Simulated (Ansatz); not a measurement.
# triplet CH3BF2S: levels of theory compared

Aim: a comparison of 6 runs (UB3LYP/6-31G*, U-wB97M-V/def2-SVP, U-wB97X/def2-SVP, UB2PLYP/def2-SVP, UBHLYP/def2-SVP, UCCSD/def2-SVP) of triplet CH3BF2S. 

Program for the calculation: Ansatz 0.2.0.

112 further runs of the same task are left out: 112 set aside as unsound or not needed. Runs told in other sessions of the task aren't counted.

**1. The system as given**

CH3BF2S has 8 atoms, charge 0, and is taken as a triplet. As SMILES of the parent species, `CSB(F)F`. The coordinates come from a PBE0-D4/def2-TZVP relaxation. That shape belongs to the parent species and isn't relaxed for this state.

Bond lengths: C1–S2 1.812 Å, S2–B3 1.791 Å, B3–F4 1.320 Å, B3–F5 1.323 Å, C1–H6 1.088 Å, C1–H7 1.089 Å, C1–H8 1.088 Å. Angles: C1–S2–B3 101.2°, S2–B3–F4 119.6°, S2–B3–F5 122.5°, F4–B3–F5 117.9°, S2–C1–H6 110.8°, S2–C1–H7 106.5°, S2–C1–H8 110.8°, H6–C1–H7 109.3°, H6–C1–H8 110.0°, H7–C1–H8 109.3°.

**2. The energy at UB3LYP/6-31G(d) (spherical functions) (run 1)**

input.yaml reads:

```yaml
basis:
  gaussian: {orbitals: 6-31G_st_-spherical.json}
crystal:
  periodic: [false, false, false]
  atoms:
    - {symbol: C, position_ang: [-0.803300, 0.136900, 0.921900]}
    - {symbol: S, position_ang: [0.719300, -0.779600, 0.569900]}
    - {symbol: B, position_ang: [1.068100, -0.245300, -1.103500]}
    - {symbol: F, position_ang: [2.133800, -0.711800, -1.727700]}
    - {symbol: F, position_ang: [0.295400, 0.609600, -1.753200]}
    - {symbol: H, position_ang: [-0.637500, 1.209000, 0.840300]}
    - {symbol: H, position_ang: [-1.080700, -0.107300, 1.946100]}
    - {symbol: H, position_ang: [-1.603000, -0.168600, 0.250500]}
magnetization: {spin_polarized: true, initial_magnetization: 2}
hamiltonian: {xc: {name: B3LYP}}
accuracy: high
output: {orbitals: {seedname: orbitals}}
```

The basis set 6-31G* is read from a file made from the Basis Set Exchange's data (not shown).

Run with:

```
$ ansatz run input.yaml --threads 1 --pin off --max-ram 2610MiB --events-out events.jsonl --progress --plain --runs-dir runs
```

Standard output:

```text
Warning: RAYON_NUM_THREADS=1 ignored (pool sized by the plan → 1); use --threads N
Functional definition: B3LYP
  name "B3LYP"
  parameter a0 = 0.2
  parameter ax = 0.72
  parameter ac = 0.81
  exchange = (1 - a0 - ax)*slater_x + ax*b88_x + a0*exact_x
  correlation = (1 - ac)*vwn_rpa_c + ac*lyp_c
1837 factors; integrals over basis functions are off by at most 3.4e-9 eV
mean field evaluation 1: about -18023.0197 eV, gradient 3.7e1 eV
mean field evaluation 2: about -18012.6116 eV, gradient 5.6e1 eV
mean field evaluation 4: about -18028.5951 eV, gradient 3.0e0 eV
mean field evaluation 8: about -18028.8600 eV, gradient 7.9e-1 eV
mean field evaluation 16: about -18028.8633 eV, gradient 3.0e0 eV
mean field evaluation 32: about -18028.5177 eV, gradient 6.4e0 eV
mean field -18028.91805073 eV, -662.5505179246 hartree, gradient 2.7e-8 eV, S^2 2.003758; 3 other end points of the search recorded, 0 dependent functions left out
reference -18028.91808402 eV, -662.5505191480 hartree; 25, 23 occupied and 55, 57 virtual orbitals, 1837 factors
Total energy: -18028.91808402 eV, -662.5505191480 hartree
```

Run time: 34 s. Hardware: 1 thread of Arm Neoverse V1, shared host; peak memory 0.39 GiB.

**3. A single-point energy at U-wB97M-V/def2-SVP (run 2)**

job.yaml reads:

```yaml
crystal:
  periodic: [false, false, false]
  atoms:
    - {symbol: C, position_ang: [-0.803300, 0.136900, 0.921900]}
    - {symbol: S, position_ang: [0.719300, -0.779600, 0.569900]}
    - {symbol: B, position_ang: [1.068100, -0.245300, -1.103500]}
    - {symbol: F, position_ang: [2.133800, -0.711800, -1.727700]}
    - {symbol: F, position_ang: [0.295400, 0.609600, -1.753200]}
    - {symbol: H, position_ang: [-0.637500, 1.209000, 0.840300]}
    - {symbol: H, position_ang: [-1.080700, -0.107300, 1.946100]}
    - {symbol: H, position_ang: [-1.603000, -0.168600, 0.250500]}
basis:
  gaussian:
    orbitals: def2-SVP
output:
  orbitals: {seedname: orbitals}
hamiltonian:
  xc: {name: wB97M-V}
magnetization:
  spin_polarized: true
  initial_magnetization: 2
accuracy: high
total_charge: 0
```

Run with:

```
$ ansatz run job.yaml --threads 1 --pin off --max-ram 2610MiB --events-out events.jsonl --progress --plain --runs-dir runs
```

Standard output, cut to the lines that bear on the results:

```text
Warning: RAYON_NUM_THREADS=1 ignored (pool sized by the plan → 1); use --threads N
Functional definition: wB97M-V
  name "wB97M-V"
[...]
  gx(w, u) = 1 - cx + cx01*u + cx10*w
  gss(w, u) = css00 + css04*u^4 + css10*w + css20*w^2 + css43*w^4*u^3
  gos(w, u) = cos00 + cos10*w + (cos20 + cos21*u)*w^2 + (cos60 + cos61*u)*w^6
[...]
      + integral(e_c_pw_mod_opposite_spin*gos(b97_w_opposite, b97_u_opposite)) + vv10(b, c)
2007 factors; integrals over basis functions are off by at most 7.5e-9 eV
351 factors; integrals over basis functions are off by at most 1.7e-9 eV
[...]
mean field -18017.16647896 eV, -662.1186556278 hartree, gradient 2.7e-8 eV, S^2 2.002831; 4 other end points of the search recorded, 0 dependent functions left out
reference -18017.16648291 eV, -662.1186557730 hartree; 25, 23 occupied and 64, 66 virtual orbitals, 2007 factors
Total energy: -18017.16648291 eV, -662.1186557730 hartree
```

It took 5.6 min on 1 thread of Arm Neoverse V1, shared host; peak memory 1 GiB.

Runs 3 to 4 aren't shown in full; the table further down has their settings and results.

**4. A single-point energy at UBHLYP/def2-SVP (run 5)**

molecule.yaml reads:

```yaml
crystal:
  periodic: [false, false, false]
  atoms:
    - {symbol: C, position_ang: [-0.803300, 0.136900, 0.921900]}
    - {symbol: S, position_ang: [0.719300, -0.779600, 0.569900]}
    - {symbol: B, position_ang: [1.068100, -0.245300, -1.103500]}
    - {symbol: F, position_ang: [2.133800, -0.711800, -1.727700]}
    - {symbol: F, position_ang: [0.295400, 0.609600, -1.753200]}
    - {symbol: H, position_ang: [-0.637500, 1.209000, 0.840300]}
    - {symbol: H, position_ang: [-1.080700, -0.107300, 1.946100]}
    - {symbol: H, position_ang: [-1.603000, -0.168600, 0.250500]}
basis:
  gaussian:
    orbitals: def2-SVP
magnetization:
  spin_polarized: true
  initial_magnetization: 2
output: {orbitals: {seedname: orbitals}}
hamiltonian:
  xc: {name: BHLYP}
accuracy: high
```

Run with:

```
$ ansatz run molecule.yaml --threads 1 --pin off --max-ram 2610MiB --events-out events.jsonl --progress --plain --runs-dir runs
```

Standard output:

```text
Warning: RAYON_NUM_THREADS=1 ignored (pool sized by the plan → 1); use --threads N
Functional definition: BHLYP
  name "BHLYP"
  parameter a = 0.5
  exchange = (1 - a)*b88_x + a*exact_x
  correlation = lyp_c
2007 factors; integrals over basis functions are off by at most 7.5e-9 eV
mean field evaluation 1: about -18012.5271 eV, gradient 3.3e1 eV
mean field evaluation 2: about -18012.5631 eV, gradient 3.3e1 eV
mean field evaluation 4: about -18016.8905 eV, gradient 1.2e0 eV
mean field evaluation 8: about -18017.0050 eV, gradient 3.9e-2 eV
mean field evaluation 16: about -18017.0050 eV, gradient 1.0e-2 eV
mean field evaluation 32: about -18017.0762 eV, gradient 5.2e-5 eV
mean field evaluation 64: about -18017.0720 eV, gradient 1.6e-6 eV
mean field -18017.07621795 eV, -662.1153385967 hartree, gradient 5.1e-8 eV, S^2 2.006647; 2 other end points of the search recorded, 0 dependent functions left out
reference -18017.07624367 eV, -662.1153395419 hartree; 25, 23 occupied and 64, 66 virtual orbitals, 2007 factors
Total energy: -18017.07624367 eV, -662.1153395419 hartree
```

Wall time 53 s (1 thread of Arm Neoverse V1, shared host); peak memory 0.46 GiB.

**5. A single-point energy at UCCSD/def2-SVP (run 6)**

Changes to molecule.yaml since step 4:

```diff
@@ -12,10 +12,6 @@
 basis:
-  gaussian:
-    orbitals: def2-SVP
-magnetization:
-  spin_polarized: true
-  initial_magnetization: 2
-output: {orbitals: {seedname: orbitals}}
-hamiltonian:
-  xc: {name: BHLYP}
+  gaussian: {orbitals: def2-SVP}
+magnetization: {spin_polarized: true, initial_magnetization: 2}
+correlation: {method: ccsd, frozen_orbitals: {B: 1, C: 1, F: 1, H: 0, S: 5}}
 accuracy: high
+scf: {omitted_lower_state_checks: [cluster_reference, increment]}
```

Run with:

```
$ ansatz run molecule.yaml --threads 1 --pin off --max-ram 2610MiB --events-out events.jsonl --progress --plain --runs-dir runs
```

Standard output:

```text
Warning: RAYON_NUM_THREADS=1 ignored (pool sized by the plan → 1); use --threads N
[... 14 lines left out ...]
9 core orbitals not correlated: weight in the atoms' cores, before any rotation towards them, 1.000 or more for the frozen orbitals, at most 0.000 for the correlated occupied ones
[... 49 lines left out ...]
Total energy: -17987.81822945 eV, -661.0401273513 hartree
Checks for a lower state left out: cluster_reference, increment
```

It took 2.9 min on 1 thread of Arm Neoverse V1, shared host; peak memory 1.1 GiB.

**6. Overview of the runs**

```tsv
run	level	frozen core orbitals	energy (Eh)	HOMO energy (eV)	⟨S²⟩	wall time
1	UB3LYP/6-31G* (spherical functions)	–	-662.550519	-1.41	2.004	34 s
2	U-wB97M-V/def2-SVP	–	-662.118656	-3.42	2.003	5.6 min
3	U-wB97X/def2-SVP	–	-662.159438	-3.57	2.005	3.1 min
4	UB2PLYP/def2-SVP	9	-661.860144	-2.31	2.009	41 s
5	UBHLYP/def2-SVP	–	-662.115340	-2.38	2.007	53 s
6	UCCSD/def2-SVP	9	-661.040127	–	2.018	2.9 min
```

**7. Outcome**

| quantity | value |
| --- | --- |
| run 6: total energy | -661.04013 Eh |
| run 6: correlation energy (9 core orbitals frozen) | -739.6 mEh |
| run 6: ⟨S²⟩ of the reference determinant | 2.018 |
| run 6: T1 diagnostic | 0.016 |

Totals of different functionals can't be ranked against each other. All runs together took 14 min, the longest 5.6 min.
